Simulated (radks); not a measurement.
# The Coulomb parameter U of the 3d shell of Fe

The task here is to estimate one member of a computed series from the others.

Method: scalar-relativistic Kohn-Sham, PBE, spin-unpolarised, spherical densities, finite nucleus. Code: radks (a radial shooting solver on a logarithmic mesh, Libxc functionals) version 1.

**The system**

```
element            : iron (Z = 26)
charge             : 0
electrons          : 26
configuration      : [Ar] 3d4.5 4s2 4p1.5
nuclear rms radius : 3.7377 fm
```

Set-up of the first run:

Input:

```text
Z 26
configuration [Ar] 3d4.5 4s2 4p1.5
relativity scalar-relativistic
functional pbe,pbe
spin unpolarised
nucleus finite rms 3.7377 fm
c 137.035999084
```

Among the steps run: Start: [Ar] 3d4.5 4s2 4p1.5.

One of the session's tables, all rows but one given; the rest of the session is left out.

It belongs to the step «Start: [Ar] 3d4.5 4s2 4p1.5». Sizes of the orbitals, from the radial functions (bohr):

| level | <r> | outermost maximum (interpolated) | 90 % within | nodes |
| --- | --- | --- | --- | --- |
| 1s | 0.05846 | 0.0383 | 0.104 | 0 |
| 2s | 0.2669 | 0.222 | 0.414 | 1 |
| 2p | 0.2356 | 0.180 | 0.386 | 0 |
| 3s | 0.8013 | 0.698 | 1.20 | 2 |
| 3p | 0.8412 | 0.708 | 1.29 | 1 |
| 3d | ? | ? | ? | ? |
| 4s | 2.614 | 2.19 | 3.92 | 3 |
| 4p | 3.454 | 2.73 | 5.37 | 2 |

Estimate the missing values for 3d.

The run gave: <r>: 0.9968; outermost maximum (interpolated): 0.690; 90 % within: 1.69; nodes: 0. In the column «<r>» it lies between 3p (0.8412) and 4s (2.614).
